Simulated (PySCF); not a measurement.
# A diatomic session: BeIn

One table from this session's results is given with a row withheld; the runs are named, their logs left out.

The runs use PySCF 2.14.0; Be cc-pVDZ, In cc-pVDZ-PP with ECP28, scalar-relativistic core potentials.

Set-up of the first run:

The job is set up so:

```json
{
  "atoms": "Be, In",
  "charge": "0",
  "basis": "Be cc-pVDZ, In cc-pVDZ-PP with ECP28",
  "Hamiltonian": "scalar-relativistic core potentials",
  "basis functions": "37",
  "electrons treated": "25",
  "masses in u": "9.0122, 114.9039",
  "levels": "PBE0, PBE, r²SCAN, r²SCAN0, B3LYP, TPSSh, HF, MP2, SCS-MP2, CCSD, CCSD(T)",
  "grid": "80 radial by 434 angular points",
  "occupations": "held fixed by the projection of orbital angular momentum",
  "dissociation limit": "Be + In, each in its ground configuration",
  "starting distance in angstrom": "2.350",
  "values of 2S to try": "1, 3"
}
```

Command:

```console
$ OMP_NUM_THREADS=1 python dia.py task.json out
```

Among the steps run: The job; First curve: PBE0; Excited determinants; PBE (GGA); r²SCAN; r²SCAN0 (hybrid meta-GGA); B3LYP; TPSSh; UHF; Adding correlation.

One table of the session follows, with a row left open; its other results are not shown here.

It belongs to the step «The curves together». Energy (eV) from each level's lowest point:

```
R (Å)    UHF  UHF-MP2  UHF-SCS-MP2  UHF-CCSD  UHF-CCSD(T)
2.218  0.599    0.358        0.380       n/a          n/a
2.321  0.370    0.159        0.177     0.203        0.177
2.424  0.225    0.049        0.061     0.084        0.065
2.502  0.155    0.010        0.017     0.035        0.021
2.579  0.106    0.000        0.000     0.009        0.001
2.656  0.073    0.009        0.001     0.000        0.000
2.760      ?        ?            ?         ?            ?
2.889  0.023    0.086        0.052     0.030        0.054
3.043  0.009    0.142        0.093     0.065        0.106
3.249  0.000    0.203        0.137       n/a          n/a
```

**Question.** Estimate the row for R (Å) = 2.760.

Worked estimate for «UHF». A straight line through the neighbours (2.656, 0.073) and (2.889, 0.023) gives 0.073 + (0.023 − 0.073) × (2.760 − 2.656) / (2.889 − 2.656) = 0.051; a parabola fitted to 4 rows on both sides gives 0.046.

**Answer.** UHF: 0.044; UHF-MP2: 0.039; UHF-SCS-MP2: 0.019; UHF-CCSD: 0.006; UHF-CCSD(T): 0.017. In «UHF» the line misses by +0.007 and the parabola by +0.002.
